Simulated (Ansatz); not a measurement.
# Sc3GeH (element-swapped structure, charge +1): how the settings move a single-point run

How sensitive is a single-point run of Sc3GeH (element-swapped structure, charge +1) to its settings? A reference run comes first, then four runs with altered input.

Program: Ansatz 0.2.0. Level of theory: reference: DFT PBE, plane waves, PAW, scalar-relativistic, no spin polarisation. These are calculated values, not measurements.

### 1 The starting structure

The structure is tetragonal, space group I4/mcm (No. 140). The conventional cell has a = 5.815 Å, b = 5.815 Å, c = 8.720 Å, α = 90.00°, β = 90.00°, γ = 90.00°. Ge (site symmetry -42m) is surrounded by 8 Sc at 2.73 to 2.91 Å. Sc (site symmetry m2m) is surrounded by 2 H at 2.10 Å. Around H (site symmetry 4/m) lie 6 Sc at 2.10 to 2.18 Å. Sc (site symmetry 422) has 2 H at 2.18 Å as nearest neighbours.

Structure file:

```
Ge Sc H
1.0
     0.00000    5.81457    0.00000
     5.81457    0.00000    0.00000
     2.90728    2.90728   -4.35985
Ge Sc H
2 6 2
Direct
  0.75000 0.25000 0.50000
  0.25000 0.75000 0.50000
  0.70000 0.20000 0.00000
  0.20000 0.30000 0.00000
  0.30000 0.80000 0.00000
  0.80000 0.70000 0.00000
  0.25000 0.25000 0.50000
  0.75000 0.75000 0.50000
  0.00000 0.00000 0.00000
  0.50000 0.50000 0.00000
```

### 2 Baseline

File input.yaml:

```yaml
crystal:
  lattice:
    - [0.0, 5.814569, 0.0]
    - [5.814569, 0.0, 0.0]
    - [2.907285, 2.907285, -4.359846]
  atoms:
    - { symbol: Ge, position: [0.75, 0.25, 0.5] }
    - { symbol: Ge, position: [0.25, 0.75, 0.5] }
    - { symbol: Sc, position: [0.7, 0.2, 0.0] }
    - { symbol: Sc, position: [0.2, 0.3, 0.0] }
    - { symbol: Sc, position: [0.3, 0.8, 0.0] }
    - { symbol: Sc, position: [0.8, 0.7, 0.0] }
    - { symbol: H, position: [0.0, 0.0, 0.0] }
    - { symbol: H, position: [0.5, 0.5, 0.0] }
    - { symbol: Sc, position: [0.25, 0.25, 0.5] }
    - { symbol: Sc, position: [0.75, 0.75, 0.5] }
  symmetry: { tolerance: 0.0003 }
kpoints:
  mp_grid: { grid: [4, 4, 4], shift: [0, 0, 0] }
magnetization:
  spin_polarized: false
scf:
  occupations: { method: fermi_dirac }
hamiltonian:
  pseudopotentials: { kind: paw }
  xc: pbe
total_charge: 1
basis:
  ecutwfc: 420
output:
  forces: true
  stress: true
  eigenvalues: true
  write_density: true
  write_potential: true
  elf: true
  volumetric_format: npy
```

The run is started by

```
$ ansatz run input.yaml --threads 1 --pin off --max-ram 2560MiB --backend cpu --events-out ev --progress --plain --runs-dir out
```

What it wrote (excerpt; [...] marks lines left out):

```text
Warning: RAYON_NUM_THREADS=1 ignored (pool sized by the plan → 1); use --threads N
[...]
Pseudopotentials: kind: paw
Pseudopotential: Ge, paw, valence charge 14, recommended cutoff 420 eV (normal), Ge.paw.azcp
Pseudopotential: Sc, paw, valence charge 11, recommended cutoff 420 eV (normal), Sc.paw.azcp
Pseudopotential: H, paw, valence charge 1, recommended cutoff 420 eV (normal), H.paw.azcp
Functional definition: PBE
[...]
Crystal: 10 atoms, lattice volume = 147.403 Å³
Basis set: ecut = 420 eV, 2823 PW (Γ), exchange–correlation on 80×80×90 points (8 copies of the dense FFT grid, shifted against one another)
Bands: 58, of which v1, the nominal top of the filled ones, is band 48 counted from 1 (47 counted from 0)
Symmetry: 16 space group operations
Space group: I4/mcm (ITA 140), of the structure as read, at distance tolerance 1.6e-3 Å
k-points: 13 of 64
[...]
SCF iter   1: F=—  HF=-21453.584487 eV  |F-HF|=—  |Δ(HF+E_count)|=         —  Δρ=2.91e-2  dr2=1.41e0  ethr=1.77e-3  ⟨swp⟩=6.0  Hψ=2935  notcnv=0
[...]
SCF iter   8: F=-21453.035137 eV  HF=-21453.035137 eV  |F-HF|=8.86e-9  |Δ(HF+E_count)|=   5.23e-8  Δρ=3.87e-6  dr2=2.29e-8  ethr=1.05e-10  ⟨swp⟩=8.7  Hψ=4476  notcnv=0
[...]
SCF converged after 8 iterations
Free energy (F): -21453.035137 eV
[...]
E sigma→0 (E₀):  -21452.825781 eV
Entropy (-TS):   -0.418712 eV (-41.871 meV/atom)
Fermi energy:    13.069824 eV
[...]
--- Forces (eV/Å), atoms counted from 1 ---
  atom   1  Ge    -0.00000000     0.00000000    -0.00000000
  atom   2  Ge     0.00000000    -0.00000000     0.00000000
  atom   3  Sc     0.66672070     0.66672070     0.00000008
  atom   4  Sc    -0.66672070     0.66672070     0.00000000
  atom   5  Sc    -0.66672070    -0.66672070    -0.00000008
  atom   6  Sc     0.66672070    -0.66672070    -0.00000000
  atom   7  H     -0.00000000     0.00000000     0.00000000
  atom   8  H      0.00000000     0.00000000     0.00000000
[...]
--- Stress (GPa, compression-positive) ---
       20.659014       0.000000      -0.000000
        0.000000      20.659014      -0.000000
       -0.000000      -0.000000      23.584520
  P = ⅓ Tr σ = 21.6342 GPa (216.342 kbar)
--- Band table (eV; the first three rows and the last of 13) ---
[...]
```

It took 8.5 s on 1 thread of Arm Neoverse V2, shared host; peak memory 0.45 GiB.

### 3 Changed: lower_state_search off

Edit input.yaml of step 2 so:

```diff
@@ -23,2 +23,3 @@
   occupations: { method: fermi_dirac }
+  lower_state_search: "off"
 hamiltonian:
```

The run is started by

```
$ ansatz run input.yaml --threads 1 --pin off --max-ram 2560MiB --backend cpu --events-out ev --progress --plain --runs-dir out
```

What it wrote (excerpt; [...] marks lines left out):

```text
Warning: RAYON_NUM_THREADS=1 ignored (pool sized by the plan → 1); use --threads N
[...]
[... 5 set-up lines as earlier in the session ...]
[...]
Crystal: 10 atoms, lattice volume = 147.403 Å³
Basis set: ecut = 420 eV, 2823 PW (Γ), exchange–correlation on 80×80×90 points (8 copies of the dense FFT grid, shifted against one another)
Bands: 58, of which v1, the nominal top of the filled ones, is band 48 counted from 1 (47 counted from 0)
[... 2 set-up lines as earlier in the session ...]
k-points: 13 of 64
[...]
SCF converged after 8 iterations
Free energy (F): -21453.035137 eV
[...]
E sigma→0 (E₀):  -21452.825781 eV
Entropy (-TS):   -0.418712 eV (-41.871 meV/atom)
Fermi energy:    13.069824 eV
[...]
--- Forces (eV/Å), atoms counted from 1 ---
  atom   1  Ge    -0.00000000     0.00000000    -0.00000000
  atom   2  Ge     0.00000000    -0.00000000     0.00000000
  atom   3  Sc     0.66672070     0.66672070     0.00000008
  atom   4  Sc    -0.66672070     0.66672070     0.00000000
  atom   5  Sc    -0.66672070    -0.66672070    -0.00000008
  atom   6  Sc     0.66672070    -0.66672070    -0.00000000
  atom   7  H     -0.00000000     0.00000000     0.00000000
  atom   8  H      0.00000000     0.00000000     0.00000000
[...]
--- Stress (GPa, compression-positive) ---
       20.659014       0.000000      -0.000000
        0.000000      20.659014      -0.000000
       -0.000000      -0.000000      23.584520
  P = ⅓ Tr σ = 21.6342 GPa (216.342 kbar)
--- Band table (eV; the first three rows and the last of 13) ---
[...]
```

It took 8.6 s on 1 thread of Arm Neoverse V2, shared host; peak memory 0.44 GiB.

The changed input (search for lower states) leaves the energy the same to the digits printed.

### 4 Changed: mp_grid.shift [0.5, 0.5, 0.5], occupations.method tetrahedron, lower_state_search standard

Edit input.yaml of step 2 so:

```diff
@@ -18,3 +18,3 @@
 kpoints:
-  mp_grid: { grid: [4, 4, 4], shift: [0, 0, 0] }
+  mp_grid: { grid: [4, 4, 4], shift: [0.5, 0.5, 0.5] }
 magnetization:
@@ -22,3 +22,4 @@
 scf:
-  occupations: { method: fermi_dirac }
+  occupations: { method: tetrahedron }
+  lower_state_search: standard
 hamiltonian:
@@ -33,5 +34 @@
   eigenvalues: true
-  write_density: true
-  write_potential: true
-  elf: true
-  volumetric_format: npy
```

The run is started by

```
$ ansatz run input.yaml --threads 1 --pin off --max-ram 2560MiB --backend cpu --events-out ev --progress --plain --runs-dir out
```

What it wrote (excerpt; [...] marks lines left out):

```text
Warning: output.forces, output.stress, relax.cell or npt_langevin: where a Kohn–Sham band that disperses or a degenerate level is filled in part under the method tetrahedron, the forces or the stress that this run publishes need not agree with its energy (scf.occupations.method in the [...]
Warning: crystal.symmetry: narrowed to the stabiliser of the k-point mesh — unitary ops 16 → 8; excluded 8 operations that carry a point of the 4×4×4 mesh (shift [0.5, 0.5, 0.5]) off the mesh (the run samples exactly the mesh kpoints.mp_grid names, as under crystal.symmetry.detect: false, [...]
Warning: RAYON_NUM_THREADS=1 ignored (pool sized by the plan → 1); use --threads N
band count auto-derived: 59 (N_el = 95.0; filled up to band 48; 58 by the electrons, moments and atoms)
[...]
[... 5 set-up lines as earlier in the session ...]
[...]
Crystal: 10 atoms, lattice volume = 147.403 Å³
[...]
SCF iter   9: F=-21452.859350 eV  HF=-21452.859350 eV  |F-HF|=4.48e-9  |Δ(HF+E_count)|=   5.92e-6  Δρ=2.40e-6  dr2=9.62e-9  ethr=1.05e-10  ⟨swp⟩=7.9  Hψ=2980  notcnv=0
[...]
SCF converged after 9 iterations
Stability not checked: this state was not tested for a lower state beside it, because cold or Methfessel-Paxton smearing, or corrected tetrahedra, fill the levels in a way that the test cannot read (fill_not_monotonic; see scf.lower_state_search)
Free energy (F): -21452.859350 eV
[...]
E sigma→0 (E₀):  -21452.859350 eV
Entropy (-TS):   -0.013692 eV (-1.369 meV/atom)
Fermi energy:    13.047350 eV
[...]
--- Forces (eV/Å), atoms counted from 1 ---
  atom   1  Ge     0.00000000     0.00000000    -0.04875769
  atom   2  Ge    -0.00000000    -0.00000000     0.04875769
  atom   3  Sc     0.64340067     0.64340067     0.00000007
  atom   4  Sc    -0.67603623     0.67603623     0.00000000
  atom   5  Sc    -0.64340067    -0.64340067    -0.00000007
  atom   6  Sc     0.67603623    -0.67603623    -0.00000000
  atom   7  H      0.00000000     0.00000000     0.00000000
  atom   8  H      0.00000000    -0.00000000     0.00000000
[...]
--- Stress (GPa, compression-positive) ---
       20.458345       0.141109      -0.000000
        0.141109      20.458345      -0.000000
       -0.000000      -0.000000      23.293982
  P = ⅓ Tr σ = 21.4036 GPa (214.036 kbar)
--- Band table (eV; the first three rows and the last of 15) ---
[...]
```

It took 8.1 s on 1 thread of Arm Neoverse V2, shared host; peak memory 0.45 GiB.

Changing the k-point mesh, smearing and search for lower states moves the energy by -3.4 meV/atom (σ→0 values).

### 5 Variant: preconditioner ldos, ecutwfc 800 eV

Edit input.yaml of step 2 so:

```diff
@@ -23,2 +23,3 @@
   occupations: { method: fermi_dirac }
+  mixing: { preconditioner: ldos }
 hamiltonian:
@@ -28,3 +29,3 @@
 basis:
-  ecutwfc: 420
+  ecutwfc: "800 eV"
 output:
@@ -33,5 +34 @@
   eigenvalues: true
-  write_density: true
-  write_potential: true
-  elf: true
-  volumetric_format: npy
```

The run is started by

```
$ ansatz run input.yaml --threads 1 --pin off --max-ram 2560MiB --backend cpu --events-out ev --progress --plain --runs-dir out
```

What it wrote (excerpt; [...] marks lines left out):

```text
Warning: RAYON_NUM_THREADS=1 ignored (pool sized by the plan → 1); use --threads N
[...]
[... 5 set-up lines as earlier in the session ...]
[...]
Crystal: 10 atoms, lattice volume = 147.403 Å³
Basis set: ecut = 800 eV, 7553 PW (Γ), exchange–correlation on 108×108×120 points (8 copies of the dense FFT grid, shifted against one another)
Bands: 58, of which v1, the nominal top of the filled ones, is band 48 counted from 1 (47 counted from 0)
[... 2 set-up lines as earlier in the session ...]
k-points: 13 of 64
[...]
SCF converged after 9 iterations
Free energy (F): -21453.046673 eV
[...]
E sigma→0 (E₀):  -21452.837319 eV
Entropy (-TS):   -0.418707 eV (-41.871 meV/atom)
Fermi energy:    13.069329 eV
[...]
--- Forces (eV/Å), atoms counted from 1 ---
  atom   1  Ge    -0.00000000     0.00000000    -0.00000000
  atom   2  Ge     0.00000000    -0.00000000     0.00000000
  atom   3  Sc     0.66688378     0.66688378     0.00000008
  atom   4  Sc    -0.66688378     0.66688378     0.00000000
  atom   5  Sc    -0.66688378    -0.66688378    -0.00000008
  atom   6  Sc     0.66688378    -0.66688378    -0.00000000
  atom   7  H     -0.00000000    -0.00000000     0.00000000
  atom   8  H      0.00000000     0.00000000     0.00000000
[...]
--- Stress (GPa, compression-positive) ---
       20.655941       0.000000      -0.000000
        0.000000      20.655941      -0.000000
       -0.000000      -0.000000      23.583280
  P = ⅓ Tr σ = 21.6317 GPa (216.317 kbar)
--- Band table (eV; the first three rows and the last of 13) ---
[...]
```

It took 20 s on 1 thread of Arm Neoverse V2, shared host; peak memory 0.68 GiB.

Changing the mixing and cutoff moves the energy by -1.2 meV/atom. More plane waves (800 against 420 eV) lower the energy, so the reference carries about that much basis error.

### 6 Variant: occupations.method tetrahedron, dr2_threshold 1.0e-08

Edit input.yaml of step 2 so:

```diff
@@ -22,3 +22,4 @@
 scf:
-  occupations: { method: fermi_dirac }
+  occupations: { method: tetrahedron }
+  convergence: { dr2_threshold: 1.0e-08 }
 hamiltonian:
@@ -33,5 +34 @@
   eigenvalues: true
-  write_density: true
-  write_potential: true
-  elf: true
-  volumetric_format: npy
```

The run is started by

```
$ ansatz run input.yaml --threads 1 --pin off --max-ram 2560MiB --backend cpu --events-out ev --progress --plain --runs-dir out
```

What it wrote (excerpt; [...] marks lines left out):

```text
Warning: output.forces, output.stress, relax.cell or npt_langevin: where a Kohn–Sham band that disperses or a degenerate level is filled in part under the method tetrahedron, the forces or the stress that this run publishes need not agree with its energy (scf.occupations.method in the [...]
Warning: output.stress: scf.convergence.dr2_threshold = 1e-8 eV is looser than the 1e-9 eV advised for a printed stress (1e-10 eV for each atom of the cell: 10). What an SCF threshold leaves in a stress goes as its square root, and in the free energy as the threshold itself, and one [...]
Warning: RAYON_NUM_THREADS=1 ignored (pool sized by the plan → 1); use --threads N
band count auto-derived: 59 (N_el = 95.0; filled up to band 48; 58 by the electrons, moments and atoms)
[...]
[... 5 set-up lines as earlier in the session ...]
[...]
Crystal: 10 atoms, lattice volume = 147.403 Å³
[...]
SCF iter  10: F=-21452.825996 eV  HF=-21452.825996 eV  |F-HF|=2.69e-10  |Δ(HF+E_count)|=   3.75e-7  Δρ=6.70e-7  dr2=7.55e-10  ethr=1.05e-11  ⟨swp⟩=7.8  Hψ=2567  notcnv=0
[...]
SCF converged after 10 iterations
Stability not checked: this state was not tested for a lower state beside it, because cold or Methfessel-Paxton smearing, or corrected tetrahedra, fill the levels in a way that the test cannot read (fill_not_monotonic; see scf.lower_state_search)
Free energy (F): -21452.825996 eV
[...]
E sigma→0 (E₀):  -21452.825996 eV
Entropy (-TS):   -0.018214 eV (-1.821 meV/atom)
Fermi energy:    13.051330 eV
[...]
--- Forces (eV/Å), atoms counted from 1 ---
  atom   1  Ge    -0.00000000     0.00000000    -0.00000000
  atom   2  Ge     0.00000000    -0.00000000     0.00000000
  atom   3  Sc     0.64437046     0.64437046     0.00000007
  atom   4  Sc    -0.64437046     0.64437046     0.00000000
  atom   5  Sc    -0.64437046    -0.64437046    -0.00000007
  atom   6  Sc     0.64437046    -0.64437046    -0.00000000
  atom   7  H     -0.00000000    -0.00000000     0.00000000
  atom   8  H     -0.00000000     0.00000000     0.00000000
[...]
--- Stress (GPa, compression-positive) ---
       20.369224       0.000000      -0.000000
        0.000000      20.369224      -0.000000
       -0.000000      -0.000000      23.588446
  P = ⅓ Tr σ = 21.4423 GPa (214.423 kbar)
--- Band table (eV; the first three rows and the last of 13) ---
[...]
```

Run time: 7.9 s. Hardware: 1 thread of Arm Neoverse V2, shared host; peak memory 0.45 GiB.

Changing the smearing and convergence setting moves the energy by 0.0 meV/atom (σ→0 values), and the largest force goes from 0.94 to 0.91 eV/Å.

### 7 Side by side

```
                                                                                          run     ending        energy change  pressure (GPa)  gap (eV)  force (eV/Å)  cycles   time
                                                                                    reference  converged                    0            21.6      0.00          0.94       8  8.5 s
                                                                    1: lower_state_search off  converged         0.0 meV/atom            21.6      0.00          0.94       8  8.6 s
2: mp_grid.shift [0.5, 0.5, 0.5], occupations.method tetrahedron, lower_state_search standard  converged  -3.4 meV/atom (σ→0)            21.4      0.00          0.96       9  8.1 s
                                                       3: preconditioner ldos, ecutwfc 800 eV  converged        -1.2 meV/atom            21.6      0.00          0.94       9   20 s
                                     4: occupations.method tetrahedron, dr2_threshold 1.0e-08  converged   0.0 meV/atom (σ→0)            21.4      0.00          0.91      10  7.9 s
```

Times don't compare one to one where runs were asked for different outputs or read a saved state (see the inputs); cycles may leave out searches for a lower state.

Residual by cycle in the longest SCF loop of each run; runs are numbered as in the table. The quantity is the density residual dr2, in eV.

```
cycle  reference   run 1    run 2    run 3    run 4
    1       1.41    1.41      1.4     1.42     1.42
    2      0.412   0.412    0.365    0.317    0.378
    3     0.0628  0.0628   0.0824   0.0333   0.0924
    4     0.0028  0.0028  0.00173  0.00822  0.00259
    5     1.5e-4  1.5e-4   4.9e-4  0.00161   7.5e-4
    6     1.3e-5  1.3e-5   5.1e-5   1.7e-4   7.6e-5
    7     3.1e-7  3.1e-7   6.7e-6   2.8e-5   9.0e-6
    8     2.3e-8  2.3e-8   2.1e-7   9.9e-7   2.3e-7
    9          -       -   9.6e-9   5.0e-8   1.1e-8
   10          -       -        -        -  7.5e-10
```

What this shows: The pressure spans 21.4 to 21.6 GPa over the reference and the converged variants. The structure is not at rest: the sound run finds 22 GPa, so these are no properties of the relaxed crystal. 

The reference is no final answer either: it is run without spin, though an odd electron count or open d shells could carry moments; its mesh is coarse for a cell with so small a gap or none; the charged cell sits in a uniform background, which enters energy and pressure; the structure is made up and not relaxed.
